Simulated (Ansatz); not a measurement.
Below is the output of a Python script on Ansatz 0.2.0, Python API that makes a single point from a YAML input of SrZn5, space group P6/mmm. Write a script that gives it. Level of theory: r2SCAN, PAW, the default cutoff (500 eV here), 5×5×5 k-points, cold smearing of 0.1 eV.

Contents of `input.yaml`:
```yaml
crystal:
  lattice:
    - [5.486293, 0.0, 0.0]
    - [-2.743146, 4.751269, 0.0]
    - [0.0, 0.0, 4.198555]
  atoms:
    - { symbol: Sr, position: [0.0, 0.0, 0.0] }
    - { symbol: Zn, position: [0.666667, 0.333333, 0.0] }
    - { symbol: Zn, position: [0.5, 0.0, 0.5] }
    - { symbol: Zn, position: [0.5, 0.5, 0.5] }
    - { symbol: Zn, position: [0.0, 0.5, 0.5] }
    - { symbol: Zn, position: [0.333333, 0.666667, 0.0] }
kpoints:
  mp_grid: { kspacing: 0.3 }
hamiltonian:
  xc: r2scan
scf:
  occupations: { method: cold, width: 0.1 }
  algorithm: density_mixing
output:
  stress: true
  eigenvalues: true
```

```console
$ python srzn5.py
sections: ['crystal', 'kpoints', 'hamiltonian', 'scf', 'output']
SrZn5: -20184.798041 eV = -1483.555306 Ry = -741.777653 Ha
Fermi level 9.8329 eV, 15 k-points, 24 symmetry operations
no band edges reported (a metal, or a gap too narrow for this smearing); Fermi level 9.833 eV
levels less the Fermi level (eV) at the first k-points
k = (0.000, 0.000, 0.000)
    -36.280 -17.784 -17.784 -17.670 -9.592 -8.113 -7.925 -7.925 -7.818 -7.818 -7.786 -7.655 -7.655 -7.549 -7.513 -7.502 -7.502 -7.342 -7.342 -7.203 -7.203 -7.128 -7.095 -7.060 -7.060 -6.972 -6.972 -6.742 -6.664 -6.664 -3.534 -2.404 -2.404 -0.749 -0.041 -0.041 0.398 4.031 4.871 4.871 6.047 6.079
k = (0.000, 0.000, 0.200)
    -36.278 -17.779 -17.779 -17.724 -9.241 -8.070 -7.991 -7.861 -7.861 -7.836 -7.836 -7.762 -7.762 -7.487 -7.444 -7.444 -7.377 -7.377 -7.220 -7.204 -7.099 -7.095 -7.095 -7.049 -7.049 -6.902 -6.902 -6.795 -6.795 -6.742 -3.235 -3.177 -2.137 -2.137 -0.075 -0.075 2.354 2.982 3.350 3.350 4.637 4.637
k = (0.000, 0.000, 0.400)
    -36.274 -17.809 -17.769 -17.769 -8.501 -8.278 -8.020 -8.020 -7.641 -7.641 -7.637 -7.637 -7.561 -7.479 -7.479 -7.458 -7.417 -7.417 -7.225 -7.176 -7.176 -7.106 -7.040 -7.040 -6.946 -6.934 -6.934 -6.748 -6.748 -6.742 -5.679 -2.450 -1.398 -1.398 -0.161 -0.161 0.673 1.153 1.153 4.483 4.545 4.545
k = (0.000, 0.200, 0.000)
    -36.280 -17.798 -17.787 -17.670 -9.348 -8.030 -7.910 -7.896 -7.817 -7.803 -7.786 -7.732 -7.613 -7.600 -7.551 -7.479 -7.463 -7.311 -7.310 -7.184 -7.179 -7.111 -7.098 -7.063 -7.062 -7.000 -6.980 -6.828 -6.748 -6.665 -4.859 -2.619 -1.537 -0.544 -0.026 0.548 1.021 3.793 4.420 4.448 4.849 5.556
doubts on the final state: none
warnings: none
energy terms (eV)
  e_band                             98.99712
  e_kinetic                         900.27262
  e_local                         -9258.53405
  e_nonlocal                       3264.61305
  e_hartree                        3836.53315
  e_xc                             -787.77246
  e_vxc                            -453.70478
  e_paw                          -11941.60985
  e_vpaw                          -2052.50208
  e_augmentation_tail                -0.00022
  e_vtau                             25.78233
  e_ewald                         -6197.24645
  e_core_change                      -1.05913
  e_smearing                          0.00530
```

The script that was run (others could print the same):

Script `srzn5.py`:
```python
"""Run a YAML input for SrZn5 from Python."""

import warnings

import ansatz as az
import yaml

warnings.simplefilter("ignore", az.DeckWarning)

with open("input.yaml") as handle:
    tree = yaml.safe_load(handle)
print("sections:", list(tree))
outcome = az.Session.from_dict(tree).plan().execute()
summary = outcome.report

energy = summary["free_energy_ev"]
print("SrZn5: {:.6f} eV = {:.6f} Ry = {:.6f} Ha".format(energy, energy / 13.605693, energy / 27.211386))
print("Fermi level {:.4f} eV, {} k-points, {} symmetry operations".format(summary["fermi_energy_ev"], summary["n_kpoints"], summary["n_symmetry_ops"]))

edges = summary.get("band_edges_ev")
if edges:
    print(f"band edges on the mesh: {edges[0]:.3f} and {edges[1]:.3f} eV, gap {edges[1] - edges[0]:.3f} eV")
else:
    print("no band edges reported (a metal, or a gap too narrow for this smearing); Fermi level", round(summary["fermi_energy_ev"], 3), "eV")

fermi = summary["fermi_energy_ev"]
print("levels less the Fermi level (eV) at the first k-points")
for k, levels in list(zip(summary["kpoints_frac"], summary["eigenvalues_ev"]))[:4]:
    print("k = ({:.3f}, {:.3f}, {:.3f})".format(*k))
    print("   ", " ".join(f"{e - fermi:.3f}" for e in levels))

print("doubts on the final state:", summary["published_state_doubts"] or "none")
print("warnings:", sorted({n["data"]["kind"] for n in outcome.notices if n["data"].get("severity") in ("warning", "doubt")}) or "none")

print("energy terms (eV)")
for term, value in summary["components"].items():
    if abs(value) > 1e-9:
        print(f"  {term:26s} {value:16.5f}")
```

What to keep in mind:
- The settings weren't tested for convergence.
- The energy terms are those on the plane-wave grid, with the one-centre PAW part apart; e_band, e_vxc and e_vpaw aren't summands of the total.
- The computed bands are complete only to about 4.5 eV above the Fermi level.
- For a metal this k-point mesh is coarse: on a finer one energies can move by several to tens of meV an atom and pressures by half a GPa or more, differences at one mesh by less.
- The zero of the levels is a convention of the potentials, so an absolute Fermi energy is no work function.
- The structure comes from a database of computed cells and needn't be a stable or known phase.
- Gaps and levels are Kohn-Sham values on a finite set of k-points, without spin-orbit coupling.
- Hardware and time: 13 s on 1 thread of Arm Neoverse V2, with other jobs on the host, peak memory 0.72 GiB.

(Lines on the test bed's own set-up are left out of the output.)
